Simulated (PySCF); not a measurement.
# EuH6O3 (Eu(H2O)32+): the cost of one run

Method: several levels, as the steps say, no spin–orbit coupling; program: PySCF 2.14.0.

1 further run of the same task is left out (for a known fault of the program).

### 1 The starting structure

10 atoms, charge 2, spin multiplicity 1.

Bond lengths: Eu1–O2 2.489 Å, Eu1–O5 2.489 Å, Eu1–O8 2.489 Å, O2–H3 0.973 Å, O2–H4 0.973 Å, O5–H6 0.973 Å, O5–H7 0.973 Å, O8–H9 0.973 Å, O8–H10 0.973 Å. Angles: O2–Eu1–O5 120.0°, O2–Eu1–O8 120.0°, O5–Eu1–O8 120.0°, Eu1–O2–H3 128.2°, Eu1–O2–H4 128.2°, H3–O2–H4 103.6°, Eu1–O5–H6 128.2°, Eu1–O5–H7 128.2°, H6–O5–H7 103.6°, Eu1–O8–H9 128.2°, Eu1–O8–H10 128.2°, H9–O8–H10 103.6°.

Geometry (Å):

```
Eu    0.0000    0.0000    0.0000
O     2.4889    0.0000    0.0000
H     3.0907    0.6099    0.4608
H     3.0907   -0.6099   -0.4608
O    -1.2445    2.1555    0.0000
H    -2.0736    2.3717    0.4608
H    -1.0172    2.9816   -0.4608
O    -1.2445   -2.1555    0.0000
H    -1.0171   -2.9816    0.4608
H    -2.0736   -2.3717   -0.4608
```

Formal oxidation states: Eu +2. Each metal's 7 4f electrons lie in its core potential, so multiplicities, spins and levels count the valence alone. An earlier session relaxed this geometry at PBE0, Eu lcecp-0-SVP with ECP53, O def2-SVP, H def2-SVP (singlet, point group D3).

At PBE0 on the finer grid: E = -257.794738 Eh, frontier levels not given, since the 4f levels lie in the core, Mulliken charge on Eu1 +1.43 e, largest force component 0.008 eV/Å. 

Levels to run: HF; wB97X; PBE0, TZVP. Hardware: 2 threads of Arm Neoverse N1, shared host.

### 2 HF

File run.py (the lines that set the calculation):

```python
mol = gto.M(atom='''
Eu     0.00000     0.00000     0.00000
O      2.48892     0.00002     0.00000
H      3.09071     0.60995     0.46079
H      3.09072    -0.60991    -0.46079
O     -1.24448     2.15546     0.00000
H     -2.07359     2.37166     0.46079
H     -1.01716     2.98160    -0.46079
O     -1.24445    -2.15548     0.00000
H     -1.01712    -2.98161     0.46079
H     -2.07356    -2.37169    -0.46079''',
    basis={'Eu': 'lcecp-0-SVP', 'O': 'def2-SVP', 'H': 'def2-SVP'},
    ecp={'Eu': 'lcecp-0-SVP'},
    charge=2, spin=0)
mf = scf.RHF(mol)
mf = mf.density_fit()  # fitting sets: Eu AutoAux, O def2-universal-JKFIT, H def2-universal-JKFIT
mf.conv_tol = 1e-08; mf.max_cycle = 55
mf.kernel(dm0)  # dm0: the density of the relaxed state
```

Launch:

```sh
$ OMP_NUM_THREADS=2 python run.py
```

**Question.** How long does this run take on 2 threads of Arm Neoverse N1, shared host?

About 3.7 s.
